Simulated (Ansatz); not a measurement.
**One shape, several levels: triplet CH3AlF2O**

Aim: a comparison of 6 runs (UHF/STO-3G, UHF/6-31G*, UBHLYP/6-31G*, UPBE0/6-31G*, RPA@PBE0/6-31G*, UMP2/6-31G*) of triplet CH3AlF2O. 

Program for the calculation: Ansatz 0.2.0.

128 further runs of the same task are left out: 128 set aside as unsound or not needed.

### Step 1. Starting point

The species is CH3AlF2O (8 atoms), meant as a triplet with charge 0. As SMILES of the parent species, `C[O][Al]([F])[F]`. The coordinates come from a PBE0-D4/def2-TZVP relaxation. That shape belongs to the parent species and isn't relaxed for this state.

Bond lengths: C1–O2 1.401 Å, O2–Al3 1.661 Å, Al3–F4 1.634 Å, Al3–F5 1.639 Å, C1–H6 1.095 Å, C1–H7 1.094 Å, C1–H8 1.094 Å. Angles: C1–O2–Al3 136.9°, O2–Al3–F4 119.6°, O2–Al3–F5 122.1°, F4–Al3–F5 118.3°, O2–C1–H6 112.5°, O2–C1–H7 109.7°, O2–C1–H8 109.7°, H6–C1–H7 108.4°, H6–C1–H8 108.4°, H7–C1–H8 108.1°.

### Step 2. The energy at UHF/STO-3G (run 1)

The input, molecule.yaml:

```yaml
crystal:
  periodic: [false, false, false]
  atoms:
    - symbol: C
      position_ang: [-0.239000, 0.900700, 0.881500]
    - symbol: O
      position_ang: [-0.459800, -0.316300, 0.222600]
    - symbol: Al
      position_ang: [0.227600, -1.156300, -1.035300]
    - symbol: F
      position_ang: [-0.392600, -2.602700, -1.474500]
    - symbol: F
      position_ang: [1.520300, -0.581200, -1.861800]
    - symbol: H
      position_ang: [0.609600, 1.454200, 0.465200]
    - symbol: H
      position_ang: [-0.042800, 0.715700, 1.941600]
    - symbol: H
      position_ang: [-1.131100, 1.528900, 0.804800]
basis:
  gaussian: {orbitals: STO-3G}
magnetization: {spin_polarized: true, initial_magnetization: 2}
hamiltonian: {xc: hf}
accuracy: high
output: {orbitals: {seedname: orbitals}}
```

On the command line:

```bash
ansatz run molecule.yaml --threads 1 --pin off --max-ram 3480MiB --events-out events.jsonl --progress --plain --runs-dir runs
```

The log of the run:

```text
Warning: RAYON_NUM_THREADS=1 ignored (pool sized by the plan → 1); use --threads N
Functional definition: HF
  name "HF"
  exchange = exact_x
  correlation = 0
629 factors; integrals over basis functions are off by at most 3.2e-8 eV
mean field evaluation 1: about -14903.8940 eV, gradient 2.1e1 eV
mean field evaluation 2: about -14904.0884 eV, gradient 2.1e1 eV
mean field evaluation 4: about -14909.4540 eV, gradient 2.6e0 eV
mean field evaluation 8: about -14909.6067 eV, gradient 9.4e-2 eV
mean field evaluation 16: about -14909.5998 eV, gradient 1.7e-8 eV
mean field evaluation 32: about -14908.7922 eV, gradient 2.4e0 eV
mean field evaluation 64: about -14909.3540 eV, gradient 7.1e-1 eV
mean field evaluation 96: about -14909.5873 eV, gradient 1.2e-1 eV
mean field evaluation 128: about -14906.4811 eV, gradient 4.7e0 eV
mean field evaluation 160: about -14906.8594 eV, gradient 1.9e0 eV
mean field -14909.59977567 eV, -547.9176856660 hartree, gradient 1.7e-8 eV, S^2 2.011081; 2 other end points of the search recorded, 0 dependent functions left out
reference -14909.59977567 eV, -547.9176856660 hartree; 25, 23 occupied and 7, 9 virtual orbitals, 629 factors
Total energy: -14909.59977567 eV, -547.9176856660 hartree
```

Run time: 1 s. Hardware: 1 thread of Intel Xeon Platinum 8488C (Sapphire Rapids), shared host; peak memory 0.11 GiB.

### Step 3. A single-point energy at UHF/6-31G(d) (spherical functions) (run 2)

The input, input.yaml:

```yaml
crystal:
  periodic: [false, false, false]
  atoms:
    - symbol: C
      position_ang: [-0.239000, 0.900700, 0.881500]
    - symbol: O
      position_ang: [-0.459800, -0.316300, 0.222600]
    - symbol: Al
      position_ang: [0.227600, -1.156300, -1.035300]
    - symbol: F
      position_ang: [-0.392600, -2.602700, -1.474500]
    - symbol: F
      position_ang: [1.520300, -0.581200, -1.861800]
    - symbol: H
      position_ang: [0.609600, 1.454200, 0.465200]
    - symbol: H
      position_ang: [-0.042800, 0.715700, 1.941600]
    - symbol: H
      position_ang: [-1.131100, 1.528900, 0.804800]
basis:
  gaussian:
    orbitals: 6-31G_st_-spherical.json
magnetization:
  spin_polarized: true
  initial_magnetization: 2
hamiltonian:
  xc: hf
accuracy: high
output: {orbitals: {seedname: orbitals}}
```

The basis set 6-31G* is read from a file made from the Basis Set Exchange's data (not shown).

On the command line:

```bash
ansatz run input.yaml --threads 1 --pin off --max-ram 3480MiB --events-out events.jsonl --progress --plain --runs-dir runs
```

The log of the run:

```text
Warning: RAYON_NUM_THREADS=1 ignored (pool sized by the plan → 1); use --threads N
[... 4 set-up lines as earlier in the session ...]
1751 factors; integrals over basis functions are off by at most 8.8e-9 eV
mean field evaluation 1: about -15102.1239 eV, gradient 3.3e1 eV
mean field evaluation 2: about -15102.1444 eV, gradient 3.3e1 eV
mean field evaluation 4: about -15107.6914 eV, gradient 4.5e0 eV
mean field evaluation 8: about -15108.3353 eV, gradient 1.3e-1 eV
mean field evaluation 16: about -15108.3343 eV, gradient 2.7e-8 eV
mean field evaluation 32: about -15107.8173 eV, gradient 1.1e0 eV
mean field evaluation 64: about -15107.9279 eV, gradient 3.1e0 eV
mean field evaluation 96: about -15108.2705 eV, gradient 4.9e-1 eV
mean field evaluation 128: about -15107.9856 eV, gradient 1.9e-1 eV
mean field -15108.33431914 eV, -555.2210454316 hartree, gradient 2.8e-8 eV, S^2 2.010060; 1 other end points of the search recorded, 0 dependent functions left out
reference -15108.33431914 eV, -555.2210454316 hartree; 25, 23 occupied and 55, 57 virtual orbitals, 1751 factors
Total energy: -15108.33431914 eV, -555.2210454316 hartree
```

It took 7.8 s on 1 thread of Intel Xeon Platinum 8488C (Sapphire Rapids), shared host; peak memory 0.28 GiB.

Run 3 isn't shown in full; the table further down has it.

### Step 4. A single-point energy at UPBE0/6-31G(d) (spherical functions) (run 4)

The input, in.yaml:

```yaml
crystal:
  periodic: [false, false, false]
  atoms:
    - {symbol: C, position_ang: [-0.239000, 0.900700, 0.881500]}
    - {symbol: O, position_ang: [-0.459800, -0.316300, 0.222600]}
    - {symbol: Al, position_ang: [0.227600, -1.156300, -1.035300]}
    - {symbol: F, position_ang: [-0.392600, -2.602700, -1.474500]}
    - {symbol: F, position_ang: [1.520300, -0.581200, -1.861800]}
    - {symbol: H, position_ang: [0.609600, 1.454200, 0.465200]}
    - {symbol: H, position_ang: [-0.042800, 0.715700, 1.941600]}
    - {symbol: H, position_ang: [-1.131100, 1.528900, 0.804800]}
basis:
  gaussian: {orbitals: 6-31G_st_-spherical.json}
magnetization: {spin_polarized: true, initial_magnetization: 2}
hamiltonian: {xc: pbe0}
accuracy: high
output: {orbitals: {seedname: orbitals}}
```

The basis set 6-31G* is read from a file made from the Basis Set Exchange's data (not shown).

On the command line:

```bash
ansatz run in.yaml --threads 1 --pin off --max-ram 3480MiB --events-out events.jsonl --progress --plain --runs-dir runs
```

The log of the run:

```text
Warning: RAYON_NUM_THREADS=1 ignored (pool sized by the plan → 1); use --threads N
Functional definition: PBE0
  name "PBE0"
  parameter a = 0.25
  parameter kappa = 0.804
  parameter beta = 0.06672455060314922
  exchange = (1 - a)*pbe_x(kappa = kappa, mu = beta*pi^2/3) + a*exact_x
  correlation = pbe_c(beta = beta)
1751 factors; integrals over basis functions are off by at most 8.8e-9 eV
mean field evaluation 1: about -15144.0294 eV, gradient 3.9e1 eV
mean field evaluation 2: about -15125.9992 eV, gradient 7.8e1 eV
mean field evaluation 4: about -15149.2082 eV, gradient 6.1e0 eV
mean field evaluation 8: about -15149.6842 eV, gradient 9.7e-1 eV
mean field evaluation 16: about -15149.6908 eV, gradient 1.2e-3 eV
mean field evaluation 32: about -15149.6908 eV, gradient 2.7e-6 eV
mean field -15149.69081553 eV, -556.7408686415 hartree, gradient 3.9e-8 eV, S^2 2.004035; 6 other end points of the search recorded, 0 dependent functions left out
reference -15149.69081863 eV, -556.7408687553 hartree; 25, 23 occupied and 55, 57 virtual orbitals, 1751 factors
Total energy: -15149.69081863 eV, -556.7408687553 hartree
```

Run time: 18 s. Hardware: 1 thread of Intel Xeon Platinum 8488C (Sapphire Rapids), shared host; peak memory 0.39 GiB.

Run 5 isn't shown in full; the table further down has it.

### Step 5. The energy at UMP2/6-31G(d) (spherical functions) (run 6)

The input, job.yaml:

```yaml
crystal:
  periodic: [false, false, false]
  atoms:
    - symbol: C
      position_ang: [-0.239000, 0.900700, 0.881500]
    - symbol: O
      position_ang: [-0.459800, -0.316300, 0.222600]
    - symbol: Al
      position_ang: [0.227600, -1.156300, -1.035300]
    - symbol: F
      position_ang: [-0.392600, -2.602700, -1.474500]
    - symbol: F
      position_ang: [1.520300, -0.581200, -1.861800]
    - symbol: H
      position_ang: [0.609600, 1.454200, 0.465200]
    - symbol: H
      position_ang: [-0.042800, 0.715700, 1.941600]
    - symbol: H
      position_ang: [-1.131100, 1.528900, 0.804800]
basis:
  gaussian:
    orbitals: 6-31G_st_-spherical.json
magnetization:
  spin_polarized: true
  initial_magnetization: 2
correlation:
  method: mp2
  frozen_orbitals: {Al: 5, C: 1, F: 1, H: 0, O: 1}
accuracy: high
```

The basis set 6-31G* is read from a file made from the Basis Set Exchange's data (not shown).

On the command line:

```bash
ansatz run job.yaml --threads 1 --pin off --max-ram 3480MiB --events-out events.jsonl --progress --plain --runs-dir runs
```

The log of the run:

```text
Warning: RAYON_NUM_THREADS=1 ignored (pool sized by the plan → 1); use --threads N
[... 4 set-up lines as earlier in the session ...]
1751 factors; integrals over basis functions are off by at most 8.8e-9 eV
mean field evaluation 1: about -15102.1239 eV, gradient 3.3e1 eV
mean field evaluation 2: about -15102.1444 eV, gradient 3.3e1 eV
mean field evaluation 4: about -15107.6914 eV, gradient 4.5e0 eV
mean field evaluation 8: about -15108.3353 eV, gradient 1.3e-1 eV
mean field evaluation 16: about -15108.3343 eV, gradient 2.7e-8 eV
mean field evaluation 32: about -15107.9269 eV, gradient 3.2e0 eV
mean field -15108.33431914 eV, -555.2210454316 hartree, gradient 2.8e-8 eV, S^2 2.010060; 7 other end points of the search recorded, 0 dependent functions left out
9 core orbitals not correlated: weight in the atoms' cores, before any rotation towards them, 1.000 or more for the frozen orbitals, at most 0.000 for the correlated occupied ones
reference -15108.33431914 eV, -555.2210454316 hartree; 16, 14 occupied and 55, 57 virtual orbitals, 1751 factors
second order -18.13104720 eV of doubles, -0.00000000 eV of singles
Total energy: -15126.46536634 eV, -555.8873491266 hartree
```

Wall time 8.7 s (1 thread of Intel Xeon Platinum 8488C (Sapphire Rapids), shared host); peak memory 0.29 GiB.

### Step 6. Overview of the runs

```
run                                  level  frozen core orbitals  energy (Eh)   ⟨S²⟩  wall time
  1                             UHF/STO-3G                     –  -547.917686  2.011        1 s
  2       UHF/6-31G* (spherical functions)                     –  -555.221045  2.010      7.8 s
  3    UBHLYP/6-31G* (spherical functions)                     –  -557.046026  2.006       19 s
  4     UPBE0/6-31G* (spherical functions)                     –  -556.740869  2.004       18 s
  5  RPA@PBE0/6-31G* (spherical functions)                     9  -556.134983  2.004       29 s
  6      UMP2/6-31G* (spherical functions)                     9  -555.887349  2.010      8.7 s
```

### Step 7. What came out

| quantity | value |
| --- | --- |
| run 6: total energy | -555.88735 Eh |
| run 6: correlation energy (9 core orbitals frozen) | -666.3 mEh |
| run 6: ⟨S²⟩ of the reference determinant | 2.010 |

What this shows: Totals of different functionals can't be ranked against each other. In run 1 the basis is minimal, so the values are rough. All runs together took 84 s, the longest 29 s.
